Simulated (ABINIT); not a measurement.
# SiF (R-3m) in ABINIT: reference runs

How does SiF come out in PBE? The cell is run as given and disturbed.

Everything below comes from runs of ABINIT 10.8.3 (patched build). Logs are shortened: lines on timing, memory, paths and dates and some standing lists are left out, and cuts for length are marked. The log counts tension as positive stress, the text compression.

### 1 The structure

Symmetry: R-3m, No. 166, trigonal system. The conventional cell has a = 2.677 Å, b = 2.677 Å, c = 11.695 Å, α = 90.00°, β = 90.00°, γ = 120.00°. Around Si (site symmetry -3m) lie 6 F at 2.49 Å and 6 Si at 2.68 Å. F (site symmetry -3m) has 6 Si at 2.49 Å and 6 F at 2.68 Å as nearest neighbours.

The cell was built by a generator and needn't be a form met in nature.

### 2 Single point, PBE

run.abi

```
pp_dirpath "./"
pseudos "Si.GGA_PBE-JTH.xml, F.GGA_PBE-JTH.xml"

structure "poscar:POSCAR"
natom 2

ecut 23.0
pawecutdg 45.0
pawxcdev 0

kptopt 1
ngkpt 12 12 12
nshiftk 1
shiftk 0.0 0.0 0.0

ixc 11

nband 10
occopt 3
tsmear 0.05 eV

nstep 100
tolvrs 1.0e-9

iomode 3
prtwf 0
prtden 0
prteig 0
prtebands 0
enunit 2
```

POSCAR

```
SiF
1.0
    1.3386000000      0.7728400000      3.8983100000
   -1.3386000000      0.7728400000      3.8983100000
    0.0000000000     -1.5456800000      3.8983100000
Si F
1 1
Direct
    0.5000000000      0.5000000000      0.5000000000  Si
    0.0000000000      0.0000000000      0.0000000000  F
```

Potentials or basis: JTH PAW PBE v2.0.

On the command line:

```bash
$ abinit run.abi > log 2>&1
```

run.abo:

```text
.Version 10.8.3 of ABINIT
 Symmetries : space group R-3 m (#166); Bravais hR (rhombohedral)
================================================================================
 Values of the parameters that define the memory need of the present run
     intxc =       0    ionmov =       0      iscf =      17    lmnmax =       8
     lnmax =       4     mgfft =      36  mpssoang =       2    mqgrid =    3001
     natom =       2  nloc_mem =       2    nspden =       1   nspinor =       1
    nsppol =       1      nsym =      12    n1xccc =       1    ntypat =       2
    occopt =       3   xclevel =       2
       mpw =         889          nfft =       46656          nkpt =         189
 PAW method is used; the additional fine FFT grid is defined by:
   mgfftf=        48    nfftf =    110592
================================================================================
================================================================================

--------------------------------------------------------------------------------
------------- Echo of variables that govern the present computation ------------
--------------------------------------------------------------------------------
 -outvars: echo values of preprocessed input variables --------
            acell      7.9246810988E+00  7.9246810988E+00  7.9246810988E+00 Bohr
              amu      2.80855000E+01  1.89984032E+01
             ecut      2.30000000E+01 Hartree
           enunit           2
                       outvar_i_n : Printing only first  50 k-points.
              ixc          11
                       outvar_i_n : Printing only first  50 k-points.
         kptrlatt       12    0    0      0   12    0      0    0   12
          kptrlen      6.07100554E+01
            natom           2
            nband          10
            ngfft          36      36      36
          ngfftdg          48      48      48
             nkpt         189
            nstep         100
             nsym          12
           ntypat           2
                       prtocc : prtvol=0, do not print more k-points.
           occopt           3
        pawecutdg      4.50000000E+01 Hartree
         pawxcdev           0
           prtden           0
        prtebands           0
           prteig           0
            prtwf           0
            rprim      3.1920357233E-01  1.8429201318E-01  9.2959428424E-01
                      -3.1920335129E-01  1.8429239603E-01  9.2959428424E-01
                      -2.2103863364E-07 -3.6858440920E-01  9.2959428424E-01
          spgroup         166
           tolvrs      1.00000000E-09
           tsmear      1.83746611E-03 Hartree
            typat      1  2
           useylm           1
                       outvars : Printing only first  50 k-points.
           xangst      7.6891197825E-17 -3.1698409000E-17  5.8474650000E+00
                       0.0000000000E+00  0.0000000000E+00  0.0000000000E+00
            xcart      1.4530330538E-16 -5.9901311637E-17  1.1050107381E+01
                       0.0000000000E+00  0.0000000000E+00  0.0000000000E+00
             xred      5.0000000000E-01  5.0000000000E-01  5.0000000000E-01
                       0.0000000000E+00  0.0000000000E+00  0.0000000000E+00
            znucl       14.00000    9.00000

================================================================================

 chkinp: Checking input parameters for consistency.

================================================================================
== DATASET  1 ==================================================================

--- !DatasetInfo
iteration_state: {dtset: 1, }
dimensions: {natom: 2, nkpt: 189, mband: 10, nsppol: 1, nspinor: 1, nspden: 1, mpw: 889, }
cutoff_energies: {ecut:  23.0, pawecutdg:  45.0, }
electrons: {nelect:   1.10000000E+01, charge:   0.00000000E+00, occopt:   3.00000000E+00, tsmear:   1.83746611E-03, }
meta: {optdriver: 0, ionmov: 0, optcell: 0, iscf: 17, paral_kgb: 0, }
...

 Exchange-correlation functional for the present dataset will be:
  GGA: Perdew-Burke-Ernzerhof functional - ixc=11
  J.P.Perdew, K.Burke, M.Ernzerhof, PRL 77, 3865 (1996)

 Real(R)+Recip(G) space primitive vectors, cartesian coordinates (Bohr,Bohr^-1):
 R(1)=  2.5295865  1.4604554  7.3667383  G(1)=  0.1976609  0.1141194  0.0452484
 R(2)= -2.5295848  1.4604585  7.3667383  G(2)= -0.1976608  0.1141197  0.0452484
 R(3)= -0.0000018 -2.9209139  7.3667383  G(3)= -0.0000001 -0.2282391  0.0452484
 Unit cell volume ucvol=  1.6329190E+02 bohr^3
 Angles (23,13,12)=  3.72295210E+01  3.72295210E+01  3.72295210E+01 degrees

 Coarse grid specifications (used for wave-functions):

 getcut: wavevector=  0.0000  0.0000  0.0000  ngfft=  36  36  36
         ecut(hartree)=     23.000   => boxcut(ratio)=   2.10558

 Fine grid specifications (used for densities):

 getcut: wavevector=  0.0000  0.0000  0.0000  ngfft=  48  48  48
[... 48 lines left out ...]
  sigma(2 2)= -1.04800875E-05  sigma(3 1)=  0.00000000E+00
  sigma(3 3)=  1.88236980E-05  sigma(2 1)=  0.00000000E+00

--- !ResultsGS
iteration_state: {dtset: 1, }
comment   : Summary of ground state results
lattice_vectors:
- [  2.5295865,   1.4604554,   7.3667383, ]
- [ -2.5295848,   1.4604585,   7.3667383, ]
- [ -0.0000018,  -2.9209139,   7.3667383, ]
lattice_lengths: [   7.92468,    7.92468,    7.92468, ]
lattice_angles: [ 37.230,  37.230,  37.230, ] # degrees, (23, 13, 12)
lattice_volume:   1.6329190E+02
convergence: {deltae: -4.059E-10, res2:  1.373E-10, residm:  1.840E-06, diffor: null, }
etotal    :  -2.83500922E+01
entropy   :   0.00000000E+00
fermie    :   2.34498831E-01
cartesian_stress_tensor: # hartree/bohr^3
- [ -1.04800875E-05,   0.00000000E+00,   0.00000000E+00, ]
- [  0.00000000E+00,  -1.04800875E-05,   0.00000000E+00, ]
- [  0.00000000E+00,   0.00000000E+00,   1.88236980E-05, ]
pressure_GPa:   2.0952E-02
xred      :
- [  5.0000E-01,   5.0000E-01,   5.0000E-01, Si]
- [  0.0000E+00,   0.0000E+00,   0.0000E+00,  F]
cartesian_forces: # hartree/bohr
- [ -0.00000000E+00,  -0.00000000E+00,  -0.00000000E+00, ]
- [ -0.00000000E+00,  -0.00000000E+00,  -0.00000000E+00, ]
force_length_stats: {min:   0.00000000E+00, max:   0.00000000E+00, mean:   0.00000000E+00, }
...

 Integrated electronic density in atomic spheres:
 ------------------------------------------------
 Atom  Sphere_radius  Integrated_density
    1        1.90945          1.37283496
    2        1.40289          5.62914564

================================================================================

 ----iterations are completed or convergence reached----

 Mean square residual over all n,k,spin=   24.580E-10; max=  18.398E-07
 reduced coordinates (array xred) for    2 atoms
       0.500000000000      0.500000000000      0.500000000000
       0.000000000000      0.000000000000      0.000000000000
 rms dE/dt=  0.0000E+00; max dE/dt=  0.0000E+00; dE/dt below (all hartree)
    1       0.000000000000      0.000000000000      0.000000000000
    2       0.000000000000      0.000000000000      0.000000000000

 cartesian coordinates (angstrom) at end:
    1      0.00000000000000    -0.00000000000000     5.84746500000000
    2      0.00000000000000     0.00000000000000     0.00000000000000

 cartesian forces (hartree/bohr) at end:
    1     -0.00000000000000    -0.00000000000000    -0.00000000000000
    2     -0.00000000000000    -0.00000000000000    -0.00000000000000
 frms,max,avg= 0.0000000E+00 0.0000000E+00   0.000E+00  0.000E+00  0.000E+00 h/b

 cartesian forces (eV/Angstrom) at end:
    1     -0.00000000000000    -0.00000000000000    -0.00000000000000
    2     -0.00000000000000    -0.00000000000000    -0.00000000000000
 frms,max,avg= 0.0000000E+00 0.0000000E+00   0.000E+00  0.000E+00  0.000E+00 e/A
 length scales=  7.924681098819  7.924681098819  7.924681098819 bohr
              =  4.193560638324  4.193560638324  4.193560638324 angstroms
 Fermi (or HOMO) energy (hartree) =   0.23450   Average Vxc (hartree)=  -0.39743
 Eigenvalues (hartree) for nkpt= 189  k points:
 kpt#   1, nband= 10, wtk=  0.00058, kpt=  0.0000  0.0000  0.0000 (reduced coord)
  -0.64923   -0.16466   -0.03553    0.10720    0.10720    0.35361    0.51862    0.63811
   0.63811    0.71521
      occupation numbers for kpt#   1
   2.00000    2.00000    2.00000    2.00000    2.00000    0.00000    0.00000    0.00000
   0.00000    0.00000
 prteigrs : prtvol=0 or 1, do not print more k-points.

 Fermi (or HOMO) energy (eV) =   6.38104   Average Vxc (eV)= -10.81459
 Eigenvalues (   eV  ) for nkpt= 189  k points:
 kpt#   1, nband= 10, wtk=  0.00058, kpt=  0.0000  0.0000  0.0000 (reduced coord)
 -17.66653   -4.48056   -0.96693    2.91717    2.91717    9.62227   14.11246   17.36383
  17.36383   19.46177
 prteigrs : prtvol=0 or 1, do not print more k-points.

--- !EnergyTerms
iteration_state     : {dtset: 1, }
comment             : Components of total free energy in Hartree
kinetic             :  1.09922368225561E+01
hartree             :  8.77735712365464E+00
xc                  : -5.75371610064214E+00
Ewald energy        : -2.07944966260732E+01
psp_core            :  7.03780622565368E-01
local_psp           : -2.48140022642600E+01
PAW spherical_terms :  2.53889008013220E+00
internal            : -2.83499503420670E+01
'-kT*entropy'       : -1.39076128503826E-04
total_energy        : -2.83500894181955E+01
total_energy_eV     : -7.71445233266616E+02
...

--- !EnergyTermsDC
iteration_state     : {dtset: 1, }
comment             : '"Double-counting" decomposition of free energy'
band_energy         : -9.01502143692997E-01
Ewald energy        : -2.07944966260732E+01
psp_core            :  7.03780622565368E-01
xc_dc               : -8.46293589811875E+00
PAW spherical_terms :  1.10520097093214E+00
internal            : -2.83499530743874E+01
'-kT*entropy'       : -1.39076128503826E-04
total_energy_dc     : -2.83500921505159E+01
total_energy_dc_eV  : -7.71445307616843E+02
...

--- !EnergyTermsWithPAWCore
iteration_state     : {dtset: 1, }
comment             : 'Components of total free energy, including PAW core contributions'
Total energy        : -3.89901818694080E+02
Total energy DC     : -3.89901821426401E+02
Total energy (eV)   : -1.06097689864951E+04
Total energy DC (eV): -1.06097690608453E+04
...

 Cartesian components of stress tensor (hartree/bohr^3)
  sigma(1 1)= -1.04800875E-05  sigma(3 2)=  0.00000000E+00
  sigma(2 2)= -1.04800875E-05  sigma(3 1)=  0.00000000E+00
  sigma(3 3)=  1.88236980E-05  sigma(2 1)=  0.00000000E+00

-Cartesian components of stress tensor (GPa)         [Pressure=  2.0952E-02 GPa]
- sigma(1 1)= -3.08334818E-01  sigma(3 2)=  0.00000000E+00
- sigma(2 2)= -3.08334818E-01  sigma(3 1)=  0.00000000E+00
- sigma(3 3)=  5.53812316E-01  sigma(2 1)=  0.00000000E+00

== END DATASET(S) ==============================================================
================================================================================

 -outvars: echo values of variables after computation  --------
            acell      7.9246810988E+00  7.9246810988E+00  7.9246810988E+00 Bohr
           etotal     -2.8350092151E+01
            fcart     -0.0000000000E+00 -0.0000000000E+00 -0.0000000000E+00
                      -0.0000000000E+00 -0.0000000000E+00 -0.0000000000E+00
            rprim      3.1920357233E-01  1.8429201318E-01  9.2959428424E-01
                      -3.1920335129E-01  1.8429239603E-01  9.2959428424E-01
                      -2.2103863364E-07 -3.6858440920E-01  9.2959428424E-01
           strten     -1.0480087452E-05 -1.0480087452E-05  1.8823698013E-05
                       0.0000000000E+00  0.0000000000E+00  0.0000000000E+00
           xangst      7.6891197825E-17 -3.1698409000E-17  5.8474650000E+00
                       0.0000000000E+00  0.0000000000E+00  0.0000000000E+00
             xred      5.0000000000E-01  5.0000000000E-01  5.0000000000E-01
                       0.0000000000E+00  0.0000000000E+00  0.0000000000E+00
 Calculation completed.
```

Wall time 95 s (1 thread of Arm Neoverse V1, shared host); peak memory 0.14 GiB.

What came out:

| Quantity | Value |
| --- | --- |
| Free energy | -771.4453 eV |
| Pressure | 0.0 GPa |
| Band gap on the k mesh | none (metal or under the smearing width) |
| Valence electrons inside the program's atomic spheres | Si 1.37; F 5.63 |

Caveat: an odd number of electrons without spin polarisation forces a metal; a magnetic or distorted state may lie lower.

### 3 Single point, PBE (atoms moved at random, drawn with an rms of 0.05 Å)

run.abi

```
# Pseudopotentials
pp_dirpath "./"
pseudos "Si.GGA_PBE-JTH.xml, F.GGA_PBE-JTH.xml"

# Structure
acell 3*1.0 Angstrom
rprim
     1.3386000000     0.7728400000     3.8983100000
    -1.3386000000     0.7728400000     3.8983100000
     0.0000000000    -1.5456800000     3.8983100000
ntypat 2
znucl 14 9
natom 2
typat 1 2
xcart
     0.0144540623    -0.0336372212    11.0774379722
    -0.0372684110     0.0718938645     0.0180337752
chkprim 0
chksymtnons 0
tolsym 1.0e-6

# Plane-wave basis
ecut 625.861884 eV
pawecutdg 45.0
pawxcdev 0

# k points
kptopt 1
ngkpt 12 12 12
nshiftk 1
shiftk 0.0 0.0 0.0

# Exchange and correlation
ixc 11

# Bands and occupations
nband 10
occopt 3
tsmear 0.05 eV

# SCF cycle
nstep 100
tolvrs 1.0e-9

# Output
iomode 3
prtwf 0
prtden 0
prteig 0
prtebands 0
enunit 1
```

Potentials or basis: JTH PAW PBE v2.0.

On the command line:

```bash
$ abinit run.abi > log 2>&1
```

It took 7 min on 1 thread of Arm Neoverse V1, shared host; peak memory 0.31 GiB.

Results (log left out):

* Free energy: -771.4486 eV
* Pressure: 0.0 GPa
* Largest force: 0.106 eV/Å
* Band gap on the k mesh: none (metal or under the smearing width)
* Valence electrons inside the program's atomic spheres: Si 1.37; F 5.62

Forces on the atoms (eV/Å):
```
Si   0.047 -0.095  0.013
F   -0.047  0.095 -0.013
```

Stress tensor (GPa, compression positive):
```
 0.30  0.01 -0.09
 0.01  0.32 -0.05
-0.09 -0.05 -0.60
```

Levels at points of the mesh, in eV from the Fermi level:
| k point | band 1 | band 2 | band 3 | band 4 | band 5 | band 6 | band 7 | band 8 | band 9 | band 10 |
| --- | --- | --- | --- | --- | --- | --- | --- | --- | --- | --- |
| (0.00, 0.00, 0.00) | -24.05 | -10.86 | -7.35 | -3.47 | -3.47 | 3.24 | 7.73 | 10.98 | 10.98 | 13.08 |
| (0.50, 0.00, 0.00) | -23.27 | -8.03 | -5.82 | -4.59 | -4.04 | -2.09 | 2.88 | 6.04 | 8.52 | 10.13 |
| (0.00, 0.50, 0.00) | -23.27 | -8.03 | -5.83 | -4.59 | -4.04 | -2.09 | 2.89 | 6.04 | 8.52 | 10.13 |
| (0.50, 0.50, 0.00) | -23.25 | -7.58 | -6.62 | -5.02 | -4.11 | -1.60 | 5.20 | 6.52 | 6.67 | 8.49 |
| (0.00, 0.00, 0.50) | -23.27 | -8.03 | -5.83 | -4.59 | -4.04 | -2.09 | 2.89 | 6.03 | 8.51 | 10.13 |
| (0.50, 0.00, 0.50) | -23.25 | -7.58 | -6.62 | -5.02 | -4.11 | -1.60 | 5.21 | 6.50 | 6.69 | 8.49 |
| (0.00, 0.50, 0.50) | -23.25 | -7.57 | -6.63 | -5.02 | -4.11 | -1.61 | 5.22 | 6.43 | 6.75 | 8.50 |
| (0.50, 0.50, 0.50) | -23.96 | -12.47 | -3.48 | -3.48 | -3.28 | -0.84 | 10.62 | 10.62 | 12.33 | 13.49 |

Caveat: an odd number of electrons without spin polarisation forces a metal; a magnetic or distorted state may lie lower.

### 4 Equation of state, PBE

run.abi

```
ndtset 7
getwfk -1
scalecart1 3*0.9795861087
scalecart2 3*0.9864848297
scalecart3 3*0.9932883884
scalecart4 3*1.0000000000
scalecart5 3*1.0066227096
scalecart6 3*1.0131594038
scalecart7 3*1.0196128224

pp_dirpath "./"
pseudos "Si.GGA_PBE-JTH.xml, F.GGA_PBE-JTH.xml"

acell 3*1.0 Angstrom
rprim
     1.3386000000     0.7728400000     3.8983100000
    -1.3386000000     0.7728400000     3.8983100000
     0.0000000000    -1.5456800000     3.8983100000
ntypat 2
znucl 14 9
natom 2
typat 1 2
xred
     0.5000000000     0.5000000000     0.5000000000
     0.0000000000     0.0000000000     0.0000000000

ecut 23.0
pawecutdg 45.0
pawxcdev 0

kptopt 1
ngkpt 12 12 12
nshiftk 1
shiftk 0.0 0.0 0.0

ixc 11

nband 10
occopt 3
tsmear 0.05 eV

nstep 100
tolvrs 1.0e-9

iomode 3
prtwf 1
prtden 0
prteig 0
prtebands 0
enunit 1
```

Potentials or basis: JTH PAW PBE v2.0.

On the command line:

```bash
$ abinit run.abi > log 2>&1
```

run.abo:

```text
.Version 10.8.3 of ABINIT
 DATASET    1 : space group R-3 m (#166); Bravais hR (rhombohedral)
================================================================================
 Values of the parameters that define the memory need for DATASET  1.
     intxc =       0    ionmov =       0      iscf =      17    lmnmax =       8
     lnmax =       4     mgfft =      36  mpssoang =       2    mqgrid =    3001
     natom =       2  nloc_mem =       2    nspden =       1   nspinor =       1
    nsppol =       1      nsym =      12    n1xccc =       1    ntypat =       2
    occopt =       3   xclevel =       2
       mpw =         840          nfft =       46656          nkpt =         189
 PAW method is used; the additional fine FFT grid is defined by:
   mgfftf=        48    nfftf =    110592
================================================================================
================================================================================
[... 71 lines left out ...]
 DATASET    7 : space group R-3 m (#166); Bravais hR (rhombohedral)
[... 1449 lines left out ...]
                       0.0000000000E+00  0.0000000000E+00  0.0000000000E+00
           strten7     1.0684829461E-04  1.0684829461E-04  2.5142577831E-04
                       0.0000000000E+00  0.0000000000E+00  0.0000000000E+00
           xangst1     4.1356494319E-17  0.0000000000E+00  5.7280954851E+00
                       0.0000000000E+00  0.0000000000E+00  0.0000000000E+00
           xangst2     1.2591546438E-16  1.1750094465E-16  5.7684355147E+00
                       0.0000000000E+00  0.0000000000E+00  0.0000000000E+00
           xangst3     1.7721422798E-19  8.5226662357E-17  5.8082190861E+00
                       0.0000000000E+00  0.0000000000E+00  0.0000000000E+00
           xangst4     7.6891197825E-17 -3.1698409000E-17  5.8474650000E+00
                       0.0000000000E+00  0.0000000000E+00  0.0000000000E+00
           xangst5    -6.4803153318E-17  0.0000000000E+00  5.8861910626E+00
                       0.0000000000E+00  0.0000000000E+00  0.0000000000E+00
           xangst6    -2.1277279251E-17  0.0000000000E+00  5.9244141531E+00
                       0.0000000000E+00  0.0000000000E+00  0.0000000000E+00
           xangst7    -5.7768570880E-17  8.7485365544E-17  5.9621502925E+00
                       0.0000000000E+00  0.0000000000E+00  0.0000000000E+00
             xred      5.0000000000E-01  5.0000000000E-01  5.0000000000E-01
                       0.0000000000E+00  0.0000000000E+00  0.0000000000E+00
 Calculation completed.
```

Wall time 9.2 min (1 thread of Arm Neoverse V1, shared host); peak memory 0.18 GiB.

What came out:

```yaml
Equilibrium_volume: 12.13 Å³/atom
Bulk_modulus_at_fixed_shape_and_positions: 87 GPa
Pressure_derivative_of_the_bulk_modulus: "3.7 (rough: it moves with the points fitted)"
```

Energy against volume, from the lowest point:
```
volume (Å³/atom)  energy (meV/atom)
          11.373              13.98
          11.615               6.18
          11.857               1.65
          12.099               0.00
          12.341               0.94
          12.583               4.33
          12.825               9.94
```

Caveat: pressures at fixed basis lie under the slope of the energies; the cell was scaled at fixed shape and fractional positions, which overstates the stiffness of a crystal with free parameters, most of all of layers and chains.

### 5 Summary

```tsv
task	cell	gap on the mesh (eV)	pressure (GPa)
single point	as given	none	0.0
single point	atoms moved at random, drawn with an rms of 0.05 Å	none	0.0
equation of state	as given	-	-
```

Alike in all rows: level PBE; potentials or basis JTH PAW PBE v2.0; no spin polarisation; k mesh 12 × 12 × 12; cutoff (eV) 626; smearing fermi-dirac 0.05 eV.

Caveats: an odd number of electrons without spin polarisation forces a metal (some runs); a magnetic or distorted state may lie lower (some runs); pressures at fixed basis lie under the slope of the energies (some runs); the cell was scaled at fixed shape and fractional positions, which overstates the stiffness of a crystal with free parameters, most of all of layers and chains (some runs).

Total energies depend on the potentials used, so only differences within one code and one set of settings carry meaning.
